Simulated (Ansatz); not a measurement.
# AgF₃H₆NPSi₂: small, medium and large basis sets

An exercise on one series of results from a longer session: the logs are not shown, and one member is left open.

The runs use Ansatz 0.2.0, Gaussian basis; one geometry, several basis sets.

Plan: PBE0-D4/def2-SVP; ωB97M-V/def2-SVP; PBE0-D4/def2-QZVPP; ωB97M-V/def2-QZVPP; the functionals' def2-TZVPP values are taken from earlier runs.

### The geometry

An earlier PBE0-D4 in a triple-zeta def2 set relaxation fixed the geometry. Ag takes the def2 core potential; no spin-orbit term is included.

SMILES `F[P+](F)(F)[Ag-][N]([SiH3])[SiH3]`, 14 atoms, charge 0, spin multiplicity 1.

Atoms are counted from 1 here; the program's logs count them from 0.

Bond lengths: F1–P2 1.547 Å, P2–F3 1.547 Å, P2–F4 1.546 Å, P2–Ag5 2.261 Å, Ag5–N6 2.025 Å, N6–Si7 1.708 Å, N6–Si8 1.709 Å, Si7–H9 1.494 Å, Si7–H10 1.495 Å, Si7–H11 1.495 Å, Si8–H12 1.494 Å, Si8–H13 1.495 Å, Si8–H14 1.495 Å. Angles: F1–P2–F3 99.5°, F1–P2–F4 99.8°, F1–P2–Ag5 118.3°, F3–P2–F4 99.8°, F3–P2–Ag5 118.2°, F4–P2–Ag5 117.6°, P2–Ag5–N6 179.8°, Ag5–N6–Si7 117.6°, Ag5–N6–Si8 117.4°, Si7–N6–Si8 124.9°, N6–Si7–H9 110.0°, N6–Si7–H10 112.7°, N6–Si7–H11 113.1°, H9–Si7–H10 107.3°, H9–Si7–H11 106.9°, H10–Si7–H11 106.5°, N6–Si8–H12 109.9°, N6–Si8–H13 113.2° and more.

The first run:

in.yaml

```yaml
crystal:
  periodic: [false, false, false]
  atoms:
    - {symbol: F, position_ang: [-4.032371, 0.985612, 1.020466]}
    - {symbol: P, position_ang: [-2.620228, 1.528482, 1.341777]}
    - {symbol: F, position_ang: [-2.715860, 1.591175, 2.884107]}
    - {symbol: F, position_ang: [-2.828905, 3.022505, 1.003172]}
    - {symbol: Ag, position_ang: [-0.836279, 0.486420, 0.422855]}
    - {symbol: N, position_ang: [0.757830, -0.449689, -0.402899]}
    - {symbol: Si, position_ang: [1.758742, 0.461154, -1.445705]}
    - {symbol: Si, position_ang: [1.018443, -2.083585, 0.023135]}
    - {symbol: H, position_ang: [1.182837, 1.825759, -1.643097]}
    - {symbol: H, position_ang: [1.900863, -0.160785, -2.797305]}
    - {symbol: H, position_ang: [3.144736, 0.645842, -0.916794]}
    - {symbol: H, position_ang: [-0.097255, -2.568026, 0.891358]}
    - {symbol: H, position_ang: [2.286869, -2.297728, 0.784651]}
    - {symbol: H, position_ang: [1.080576, -2.987136, -1.165732]}
basis:
  gaussian: {orbitals: def2-SVP}
hamiltonian: {xc: pbe0, dispersion: d4}
output: {orbitals: {seedname: orbitals}}
```

On the command line:

```console
> ansatz run in.yaml --threads 4 --pin off --events-out ev --progress --plain --max-ram 66560MiB --backend cpu
```

Steps of the session up to this table: PBE0-D4 in def2-SVP; ωB97M-V in def2-SVP; PBE0-D4 in def2-QZVPP; ωB97M-V in def2-QZVPP.

One of the session's tables, all rows but one given; the rest of the session is left out.

It belongs to the step «Density functionals: the series». 

```
functional       basis  HOMO (eV)  LUMO (eV)
   PBE0-D4    def2-SVP      -6.46      -1.73
   PBE0-D4  def2-TZVPP          ?          ?
   PBE0-D4  def2-QZVPP      -6.65      -1.84
   ωB97M-V    def2-SVP      -8.60      -0.01
   ωB97M-V  def2-TZVPP      -8.81      -0.09
   ωB97M-V  def2-QZVPP      -8.84      -0.19
```

Q: Estimate the row for PBE0-D4, def2-TZVPP from the others.

The run gave: HOMO (eV): -6.62; LUMO (eV): -1.83. In the column «HOMO (eV)» it lies between PBE0-D4, def2-QZVPP (-6.65) and PBE0-D4, def2-SVP (-6.46).
